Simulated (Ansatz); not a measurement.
# CH5ClGaNO: single point from an input written key by key

Aim: a single point from an input written key by key, for CH5ClGaNO, run from a script.

Program: Ansatz 0.2.0 through its Python package. Level of theory: PBE0/def2-SVP. These are calculated values, not measurements.

### 1 Starting point

Bond lengths: C1–O2 1.415 Å, O2–Ga3 2.048 Å, Ga3–N4 2.151 Å, Ga3–Cl5 2.190 Å, C1–H6 1.177 Å, C1–H7 1.081 Å, C1–H8 1.093 Å, N4–H9 1.086 Å, N4–H10 0.976 Å. Angles: C1–O2–Ga3 106.9°, O2–C1–H6 105.3°, O2–C1–H7 112.3°, O2–C1–H8 110.9°, H6–C1–H7 109.0°, H6–C1–H8 106.1°, H7–C1–H8 112.7°, O2–Ga3–N4 123.6°, O2–Ga3–Cl5 98.1°, N4–Ga3–Cl5 89.3°, Ga3–N4–H9 51.0°, Ga3–N4–H10 108.0°, H9–N4–H10 108.9°.

No structure file is read: the coordinates are typed or built in the script.

### 2 Script

File deck_ch5clgano.py:

```python
"""CH5ClGaNO through the session interface."""

import ansatz as az
import numpy as np


def main() -> None:
    deck = {
        "crystal": {
            "periodic": [False, False, False],
            "atoms": [
                {"symbol": "C", "position_ang": [-0.0307, -0.7456, -1.3542]},
                {"symbol": "O", "position_ang": [-1.1144, -1.0906, -0.5131]},
                {"symbol": "Ga", "position_ang": [-0.966, 0.0817, 1.1597]},
                {"symbol": "N", "position_ang": [0.5403, 1.5945, 1.422]},
                {"symbol": "Cl", "position_ang": [0.2276, -1.2823, 2.3884]},
                {"symbol": "H", "position_ang": [-0.1881, 0.3912, -1.6144]},
                {"symbol": "H", "position_ang": [0.9237, -0.8657, -0.8619]},
                {"symbol": "H", "position_ang": [-0.0866, -1.2839, -2.3043]},
                {"symbol": "H", "position_ang": [-0.4365, 1.6761, 0.9549]},
                {"symbol": "H", "position_ang": [1.2138, 1.4734, 0.726]},
            ],
        },
        "basis": {"gaussian": {"orbitals": "def2-SVP"}},
        "hamiltonian": {"xc": "pbe0"},
        "output": {"forces": True},
    }
    session = az.Session.from_dict(deck)
    summary = session.plan(threads=1).execute().report

    for key in ("converged", "free_energy_ev", "reference_energy_ev", "n_frozen", "n_occupied", "n_virtual"):
        print(f"{key:22s} {summary[key]}")
    symbols = ["C", "O", "Ga", "N", "Cl", "H", "H", "H", "H", "H"]

    forces = np.array(summary["forces_ev_ang"])
    print("largest force", round(float(np.linalg.norm(forces, axis=1).max()), 4), "eV/A, rms", round(float(np.sqrt((forces ** 2).mean())), 4))
    charges = summary["charge_distribution"]
    dipole = np.array(charges["dipole_moment_e_ang"]) * 4.803205
    print("dipole (D): {:.3f} {:.3f} {:.3f}, length {:.3f}".format(*dipole, np.linalg.norm(dipole)))
    print("atom  Mulliken   Lowdin")
    for symbol, m, l in zip(symbols, charges["mulliken_charges_e"], charges["lowdin_charges_e"]):
        print(f"{symbol:4s} {m:9.3f} {l:8.3f}")


if __name__ == "__main__":
    main()
```

### 3 The calls as engine input

The package turns the script's settings into the engine's input:

```yaml
crystal:
  periodic: [false, false, false]
  atoms:
    - { symbol: C, position_ang: [-0.0307, -0.7456, -1.3542] }
    - { symbol: O, position_ang: [-1.1144, -1.0906, -0.5131] }
    - { symbol: Ga, position_ang: [-0.966, 0.0817, 1.1597] }
    - { symbol: "N", position_ang: [0.5403, 1.5945, 1.422] }
    - { symbol: Cl, position_ang: [0.2276, -1.2823, 2.3884] }
    - { symbol: H, position_ang: [-0.1881, 0.3912, -1.6144] }
    - { symbol: H, position_ang: [0.9237, -0.8657, -0.8619] }
    - { symbol: H, position_ang: [-0.0866, -1.2839, -2.3043] }
    - { symbol: H, position_ang: [-0.4365, 1.6761, 0.9549] }
    - { symbol: H, position_ang: [1.2138, 1.4734, 0.726] }
basis:
  gaussian:
    orbitals: def2-SVP
hamiltonian:
  xc: pbe0
output:
  forces: true
```

### 4 The run

On the command line:

```sh
python deck_ch5clgano.py
```

**Question.** What results will this script give? Wanted: total energy; largest force; dipole moment.

As calculated:

| quantity | value |
| --- | --- |
| total energy | -69523.3661 eV |
| largest force | 5.236 eV/Å |
| dipole moment | 3.40 D |

Forces reach 5.24 eV/Å, so the atoms aren't at rest. What to keep in mind:
- The geometry is a force-field or estimated start, not a minimum of this method, and the basis set is short of its limit.
- The Löwdin charges here are taken after orthogonalising the functions within each atom; they differ from plain Löwdin charges, and their signs can be unphysical.
